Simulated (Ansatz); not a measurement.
# InPt3: stress in a strained cell

InPt3 is deformed so: equal xx and yy strain of -1 %. What stress and forces result, by LAPW, PAW and all-electron datasets made for the crystal?

Method: DFT PBEsol, scalar-relativistic, in Ansatz 0.2.0.

**1. The structure to begin with**

Symmetry: Pm-3m, No. 221, cubic system. Conventional cell: a = 3.988 Å, b = 3.988 Å, c = 3.988 Å, α = 90.00°, β = 90.00°, γ = 90.00°. In (site symmetry m-3m) is surrounded by 12 Pt at 2.82 Å. Pt (site symmetry 4/mmm) is surrounded by 4 In at 2.82 Å and 8 Pt at 2.82 Å.

Structure file:

```xyz
4
Lattice="3.9880 0.0000 0.0000 0.0000 3.9880 0.0000 0.0000 0.0000 3.9880" Properties=species:S:1:pos:R:3 pbc="T T T"
In    0.0000    0.0000    0.0000
Pt    1.9940    1.9940    0.0000
Pt    0.0000    1.9940    1.9940
Pt    1.9940    0.0000    1.9940
```

Atoms are numbered in the order of the input: In1, Pt2, Pt3, Pt4.

**2. After the deformation**

Space group Pm-3m before, P4/mmm after.

**3. All-electron LAPW**

input.yaml reads:

```yaml
crystal:
  lattice:
    - [3.94812, 0.0, 0.0]
    - [0.0, 3.94812, 0.0]
    - [0.0, 0.0, 3.988]
  atoms:
    - { symbol: In, position: [0.0, 0.0, 0.0] }
    - { symbol: Pt, position: [0.5, 0.5, 0.0] }
    - { symbol: Pt, position: [0.0, 0.5, 0.5] }
    - { symbol: Pt, position: [0.5, 0.0, 0.5] }
kpoints:
  mp_grid: { grid: [10, 10, 10] }
  band_path:
    path:
      - [0.0, 0.0, 0.0]
      - [0.0, 0.5, 0.0]
      - [0.5, 0.5, 0.0]
      - [0.0, 0.0, 0.0]
      - [0.0, 0.0, 0.5]
      - [0.0, 0.5, 0.5]
      - [0.5, 0.5, 0.5]
      - [0.0, 0.0, 0.5]
      - [0.0, 0.5, 0.0]
    npoints: 5
scf:
  occupations: { method: fermi_dirac, width: 0.05 }
hamiltonian:
  xc: pbesol
  pseudopotentials: { kind: all_electron, lapw: { basis_error: 0.0005 } }
output:
  forces: true
  stress: true
  eigenvalues: true
```

Run with:

```sh
> ansatz run input.yaml --threads 1 --pin off --max-ram 4096MiB --backend cpu --events-out ev --progress --plain --runs-dir out
```

**4. PAW on the default files**

input.yaml reads:

```yaml
crystal:
  lattice:
    - [3.94812, 0.0, 0.0]
    - [0.0, 3.94812, 0.0]
    - [0.0, 0.0, 3.988]
  atoms:
    - { symbol: In, position: [0.0, 0.0, 0.0] }
    - { symbol: Pt, position: [0.5, 0.5, 0.0] }
    - { symbol: Pt, position: [0.0, 0.5, 0.5] }
    - { symbol: Pt, position: [0.5, 0.0, 0.5] }
kpoints:
  mp_grid: { grid: [10, 10, 10] }
scf:
  occupations: { method: fermi_dirac, width: 0.05 }
hamiltonian:
  xc: pbesol
  pseudopotentials: { kind: paw }
output:
  forces: true
  stress: true
  eigenvalues: true
  efg: { contact_densities: true }
```

**5. Datasets made for this crystal**

input.yaml: that of step 4 with these lines changed.

```diff
@@ -16,3 +16,3 @@
   xc: pbesol
-  pseudopotentials: { kind: paw }
+  pseudopotentials: { kind: all_electron, datasets: crystal }
 output:
```

(Steps that only read results are left out.)

**Question.** What will these runs give? Wanted: pressure; largest shear or deviatoric stress.

As calculated:

| quantity | value |
| --- | --- |
| pressure | LAPW 5.79, PAW 5.80, crystal datasets 5.79 GPa |
| largest shear or deviatoric stress (LAPW) | 0.91 GPa |

What this shows: The largest part of the stress beyond the pressure is 0.91 GPa in size, in the zz component; the atoms are carried along and not relaxed. No run of the undeformed cell stands beside it, so pressure and stress hold what the given cell had before the change, as far as its symmetry allows. PAW: stress within 0.02 GPa of LAPW. Crystal datasets: stress within 0.01 GPa of LAPW. Spin-orbit coupling is left out, though the cell holds Pt; in elements this heavy it can shift bands and gaps by tenths of an eV.
